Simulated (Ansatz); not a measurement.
# Nb2B: from a guess to a relaxed structure, part 2 of 2

The task: take a trial cell of Nb2B to zero force and stress.

Ansatz 0.2.0; DFT PBE, scalar-relativistic, plane waves, PAW. Earlier steps stand in the parts before.

**4. Coarse relaxation, continued**

The end of the coarse run is made exact in the group found at a tolerance of 0.06 Å and reduced to its primitive cell.

input.yaml

```yaml
crystal:
  lattice:
    - [4.3876646017, 0.0, 0.0]
    - [-2.1938323009, 3.7998290084, 0.0]
    - [0.0, 0.0, 2.6944107212]
  atoms:
    - { symbol: Nb, position: [0.3333333333, 0.6666666667, 0.5] }
    - { symbol: Nb, position: [0.6666666667, 0.3333333333, 0.5] }
    - { symbol: B, position: [0.0, 0.0, 0.0] }
basis:
  ecutwfc: 420
kpoints:
  mp_grid: { grid: [6, 6, 6] }
hamiltonian:
  xc: pbe
scf:
  occupations: { method: gaussian, width: 0.1 }
  lower_state_search: "off"
output:
  forces: true
  stress: true
  eigenvalues: true
relax:
  adjacent_minimum: "off"
  f_tol: 0.04
  max_steps: 70
  cell: { stress_tol: 0.4 }
```

Run with:

```sh
$ ansatz run input.yaml --threads 1 --pin off --max-ram 2560MiB --backend cpu --events-out ev --progress --plain --runs-dir out
```

Output, shortened:

```text
[...]
relax step   4: F+E_penalty+E_count = -9257.64683586 eV  Δ(F+E_penalty+E_count) = +4.301e-5 eV  max|allowed force component| = 1.295e-16 eV/Å  Δτ_max = 0.0000 Å  P = -0.009 GPa  Ω = 44.763 Å³  stress off target by 8.90e-3 GPa  SCF on the basis re-selected at this cell (its energy is not [...]
SCF converged after 7 iterations
Free energy (F): -9257.646836 eV
[...]
E sigma→0 (E₀):  -9257.642389 eV
Entropy (-TS):   -0.008893 eV (-2.964 meV/atom)
Fermi energy:    16.192318 eV
[...]
--- Forces (eV/Å), atoms counted from 1 ---
  atom   1  Nb     0.00000000     0.00000000     0.00000000
  atom   2  Nb    -0.00000000    -0.00000000     0.00000000
  atom   3  B      0.00000000     0.00000000     0.00000000
[...]
--- Stress (GPa, compression-positive) ---
       -0.008899       0.000000       0.000000
       -0.000000      -0.008899       0.000000
        0.000000       0.000000      -0.008237
  P = ⅓ Tr σ = -0.0087 GPa (-0.087 kbar)
--- Band table (eV; the first three rows and the last of 28) ---
  k-point 0: bands = ["-38.6436", "-38.0781", "-15.3474", "-15.3474", "-13.8444", "-13.7671", "-13.7671", "-13.4657", "7.0883", "12.7140", "12.8843", "12.8843", "14.9265", "16.3194", "16.3194", "18.4051", "18.4051", "18.4184", "21.0097"]
[...]
--- Relaxed structure (3 steps of the walk, 2 accepted, 1 SCFs on fresh bases) ---
  F+E_penalty+E_count = -9257.64683586 eV   max|allowed force component| = 1.295e-16 eV/Å   (the final SCF, on the basis selected at the relaxed cell)
  cell:  # Å, volume = 44.7629 Å³
    - [4.39753267046961, 2.8932489711185065e-11, 0.0]
    - [-2.1987663352598608, 3.808375006584238, 0.0]
    - [0.0, 0.0, 2.672820870290366]
  atoms:
    - { symbol: Nb, position: [0.3333333333333333, 0.6666666666666666, 0.5] }
    - { symbol: Nb, position: [0.6666666666666665, 0.33333333333333337, 0.5] }
    - { symbol: B, position: [1.6490549887215463e-35, -4.5053020138024525e-35, 0.0] }
```

Run time: 6.5 s. Hardware: 1 thread of Arm Neoverse V1, shared host; peak memory 0.29 GiB.

**5. Spin check on a coarse mesh**

input.yaml

```yaml
crystal:
  lattice:
    - [4.3975326705, 0.0, 0.0]
    - [-2.1987663352, 3.8083750066, 0.0]
    - [0.0, 0.0, 2.6728208703]
  atoms:
    - { symbol: Nb, position: [0.3333333333, 0.6666666667, 0.5], spin: 1.0 }
    - { symbol: Nb, position: [0.6666666667, 0.3333333333, 0.5], spin: 1.0 }
    - { symbol: B, position: [0.0, 0.0, 0.0] }
basis:
  ecutwfc: 420
kpoints:
  mp_grid: { grid: [6, 6, 6] }
hamiltonian:
  xc: pbe
scf:
  occupations: { method: gaussian, width: 0.1 }
  lower_state_search: "off"
output:
  forces: true
  stress: true
  eigenvalues: true
  populations: true
magnetization:
  spin_polarized: true
```

Run with:

```sh
$ ansatz run input.yaml --threads 1 --pin off --max-ram 2560MiB --backend cpu --events-out ev --progress --plain --runs-dir out
```

Output, shortened:

```text
[...]
SCF converged after 17 iterations
Magnetization: 0.0000 μB (14.5000 up, 14.5000 down)
Absolute magnetization: 0.0000 μB (∫|ρ↑−ρ↓|, with the PAW one-centre terms)
Spin contamination: 0.0000 ħ² per cell (⟨S²⟩ above its minimum at these occupations)
Per-site moments (μB) at R_I (Å): [(6.02779893567606e-8, 1.0473031268184405), (6.027798935676058e-8, 1.0473031268184405), (5.13090169624242e-7, 1.10253860899875)]
Free energy (F): -9257.646836 eV
[...]
E sigma→0 (E₀):  -9257.642389 eV
Entropy (-TS):   -0.008893 eV (-2.964 meV/atom)
Fermi energy:    16.192318 eV
[...]
--- Forces (eV/Å), atoms counted from 1 ---
  atom   1  Nb     0.00000000    -0.00000000     0.00000000
  atom   2  Nb    -0.00000000     0.00000000     0.00000000
  atom   3  B      0.00000000     0.00000000     0.00000000
[...]
--- Stress (GPa, compression-positive) ---
       -0.008896      -0.000000       0.000000
       -0.000000      -0.008896       0.000000
        0.000000       0.000000      -0.008239
  P = ⅓ Tr σ = -0.0087 GPa (-0.087 kbar)
--- Band table (eV; the first three rows and the last of 56) ---
  k-point 0 ↑: bands = ["-38.6436", "-38.0781", "-15.3474", "-15.3474", "-13.8444", "-13.7671", "-13.7671", "-13.4657", "7.0883", "12.7140", "12.8843", "12.8843", "14.9265", "16.3194", "16.3194", "18.4051", "18.4051", "18.4184", "21.0097", "21.0097"]
[...]
--- Löwdin populations: 3 sites ---
  site symbol       q [e]    m [muB]
     0     Nb     12.7880    -0.0000
     1     Nb     12.7880    -0.0000
     2      B      3.3474     0.0000
  spilling = 0.002638 (of n_electrons = 29.000000)
```

Wall time 6.3 s (1 thread of Arm Neoverse V1, shared host); peak memory 0.29 GiB.

By site:

```
atom  Löwdin electrons
 Nb1             12.79
 Nb2             12.79
  B3              3.35
```

The same cell is solved with trial moments on Nb. The largest site moment that stays is 0.00 μB and the cell's total 0.00 μB. The workflow keeps spin only above 0.25 μB on a site, so the next run goes without spin.

**6. Relaxation on the finer mesh**

The end of the coarse run is made exact in the group found at a tolerance of 0.06 Å and reduced to its primitive cell.

input.yaml

```yaml
crystal:
  lattice:
    - [4.3975326705, 0.0, 0.0]
    - [-2.1987663352, 3.8083750066, 0.0]
    - [0.0, 0.0, 2.6728208703]
  atoms:
    - { symbol: Nb, position: [0.3333333333, 0.6666666667, 0.5] }
    - { symbol: Nb, position: [0.6666666667, 0.3333333333, 0.5] }
    - { symbol: B, position: [0.0, 0.0, 0.0] }
basis:
  ecutwfc: 420
kpoints:
  mp_grid: { grid: [12, 12, 18] }
hamiltonian:
  xc: pbe
scf:
  occupations: { method: gaussian, width: 0.1 }
output:
  forces: true
  stress: true
  eigenvalues: true
relax:
  adjacent_minimum: "off"
  f_tol: 0.01
  max_steps: 80
  cell: { stress_tol: 0.05 }
```

Run with:

```sh
$ ansatz run input.yaml --threads 1 --pin off --max-ram 2560MiB --backend cpu --events-out ev --progress --plain --runs-dir out
```

Output, shortened:

```text
Warning: RAYON_NUM_THREADS=1 ignored (pool sized by the plan → 1); use --threads N
[...]
[... 4 set-up lines as earlier in the session ...]
[...]
Crystal: 3 atoms, lattice volume = 44.763 Å³
Basis set: ecut = 420 eV, 903 PW (Γ), exchange–correlation on 60×60×36 points (8 copies of the dense FFT grid, shifted against one another)
Bands: 19, of which v1, the nominal top of the filled ones, is band 15 counted from 1 (14 counted from 0)
[... 1 set-up line as earlier in the session ...]
Space group: P6/mmm (ITA 191), of the structure as read, at distance tolerance 3.6e-5 Å
k-points: 190 of 2592
[...]
SCF iter   1: F=—  HF=-9257.654072 eV  |F-HF|=—  |Δ(HF+E_count)|=         —  Δρ=5.58e-3  dr2=8.98e-3  ethr=1.77e-3  ⟨swp⟩=4.9  Hψ=16021  notcnv=0
[...]
        0.000000      -0.006545      -0.000000
        0.000000      -0.000000      -0.011967
  P = ⅓ Tr σ = -0.0084 GPa (-0.084 kbar)
--- Band table (eV; the first three rows and the last of 190) ---
  k-point 0: bands = ["-38.6815", "-38.1289", "-15.3703", "-15.3703", "-13.8853", "-13.8160", "-13.8160", "-13.5155", "7.0364", "12.6626", "12.8284", "12.8284", "14.8369", "16.2605", "16.2605", "18.3107", "18.3965", "18.3965", "20.9691"]
[...]
--- Relaxed structure (3 steps of the walk, 3 accepted, 1 SCFs on fresh bases) ---
  F+E_penalty+E_count = -9257.65441558 eV   max|allowed force component| = 1.295e-16 eV/Å   (the final SCF, on the basis selected at the relaxed cell)
  cell:  # Å, volume = 44.8974 Å³
    - [4.407614740546382, -2.893380429838458e-11, 0.0]
    - [-2.203807370248134, 3.8171063354223906, 0.0]
    - [0.0, 0.0, 2.668598551290187]
  atoms:
    - { symbol: Nb, position: [0.3333333333333333, 0.6666666666666665, 0.5] }
    - { symbol: Nb, position: [0.6666666666666665, 0.33333333333333326, 0.5] }
    - { symbol: B, position: [7.813546102841403e-35, 2.0017652367460603e-35, 0.0] }
```

It took 38 s on 1 thread of Arm Neoverse V1, shared host; peak memory 0.4 GiB.

Step by step:

```csv
step,energy from step 1 (eV/cell),largest force component (eV/Å),pressure (GPa),volume (Å³)
1,0.0000,0.0000,0.47,44.76
2,-0.0002,0.0000,-0.31,44.98
3,-0.0006,0.0000,-0.01,44.90
4,-0.0007,0.0000,-0.01,44.90
```

Step 1 is the start. Step 4 repeats the geometry before it on a plane-wave basis chosen anew for that cell, so its energy need not be comparable with the rows above.

|  | before | after | change |
| --- | --- | --- | --- |
| a (Å) | 4.398 | 4.408 | +0.2 % |
| b (Å) | 4.398 | 4.408 | +0.2 % |
| c (Å) | 2.673 | 2.669 | -0.2 % |
| volume (Å³/atom) | 14.92 | 14.97 | +0.3 % |
| shortest distance (Å) | 2.539 | 2.545 | +0.2 % |
| space group (0.01 Å) | P6/mmm | P6/mmm | same |

Forces and stress were held to the start's 24 operations: a distortion of lower symmetry was not tested.

**7. Summary of results**

What follows sums up all 2 parts. Changes of volume or cell count from the first structure of part 1.

| quantity | value |
| --- | --- |
| symmetry at the end (tolerance 0.05 Å) | space group P6/mmm (No. 191) |
| conventional cell | a = 4.408 Å, b = 4.408 Å, c = 2.669 Å, α = 90.00°, β = 90.00°, γ = 120.00° |
| volume | 14.97 Å³/atom |
| energy over the elements | +0.94 eV/atom |
| gap on the mesh | none (metal) |

In words: The space group P6/mmm (No. 191) is kept, and the volume per atom grows by 25.1 % from the first guess. With a positive formation energy it can't be a ground state. No finished test with a distortion of lower symmetry is shown, so the end may be a saddle point. Other magnetic orders were not searched.
